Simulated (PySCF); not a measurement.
# NaGa: bond curves at several levels of theory

Aim: find the lowest electronic state of NaGa, scan its bond at several levels of theory, and get bond length, wavenumber and dissociation energy from each curve.

Program: PySCF 2.14.0. Level of theory: Na aug-pcseg-1, Ga aug-pcseg-1, no relativity. These are calculated values, not measurements.

**1. Set-up**

The job is set up so:

```
atoms                         : Na, Ga
charge                        : 0
basis                         : Na aug-pcseg-1, Ga aug-pcseg-1
Hamiltonian                   : no relativity
basis functions               : 50
electrons treated             : 42
masses in u                   : 22.9898, 68.9256
levels                        : PBE0, PBE, r²SCAN, B97-3, M06, revPBE, HF, MP2, SCS-MP2, CCSD, CCSD(T)
grid                          : 80 radial by 434 angular points
occupations                   : held fixed by the projection of orbital angular momentum
dissociation limit            : Na + Ga, each in its ground configuration
starting distance in angstrom : 2.780
values of 2S to try           : 0, 2
```

Started as:

```sh
> OMP_NUM_THREADS=1 python dia.py task.json out
```

Further steps of the session: The PBE0 curve of the state that the search chose; Higher solutions at PBE0; PBE; r²SCAN (meta-GGA); B97-3; M06 (hybrid meta-GGA); revPBE (GGA); RHF; MP2 and coupled cluster.

**Question.** What will these runs give? Wanted: for each run, Re; ωe; De; μ.

**Answer**, as computed:

Lowest PBE0 solution found, without spin–orbit coupling: ¹Σ⁺ (singlet), closed shell. State 2 has its PBE0 minimum 0.14 eV higher. State 3 has its PBE0 minimum 0.32 eV higher, as a spin-mixed determinant (⟨S²⟩ = 1.01), so this is no gap between pure states. The other levels ran on the lowest alone.

| level | Re (Å) | ωe (cm⁻¹) | De (eV) | μ (D) |
| --- | --- | --- | --- | --- |
| RHF | 3.202 | 157.2 | -0.119 | -3.65 |
| RHF-MP2 | 3.190 | 154.3 | 0.460 | n/a |
| RHF-SCS-MP2 | 3.202 | 151.6 | 0.496 | n/a |
| RHF-CCSD | 3.217 | 144.1 | 0.63 | n/a |
| RHF-CCSD(T) | 3.224 | 141.3 | 0.67 | n/a |
| PBE | 3.149 | 149.4 | 0.84 | -1.71 |
| revPBE | 3.195 | 144.6 | 0.76 | -1.79 |
| r²SCAN | 3.140 | 153.9 | 0.66 | -2.43 |
| PBE0 | 3.133 | 156.3 | 0.71 | -2.41 |
| B97-3 | 3.137 | 155.8 | 0.85 | -2.04 |
| M06 | 3.143 | 143.4 | 0.92 | -2.30 |

De is counted to Na + Ga in their ground configurations. A positive dipole means Na(−)Ga(+).

The methods spread over 0.091 Å in bond length, from PBE0 to RHF-CCSD(T). CCSD(T) can't serve as the judge here: for a weak bond in this basis it is far from its limit. Of the levels with a De here, RHF gives the least (-0.119 eV) and M06 the most (0.92 eV).

Correlated steps freeze 10 core orbitals. A negative De means that the minimum lies above the separated atoms at that level.
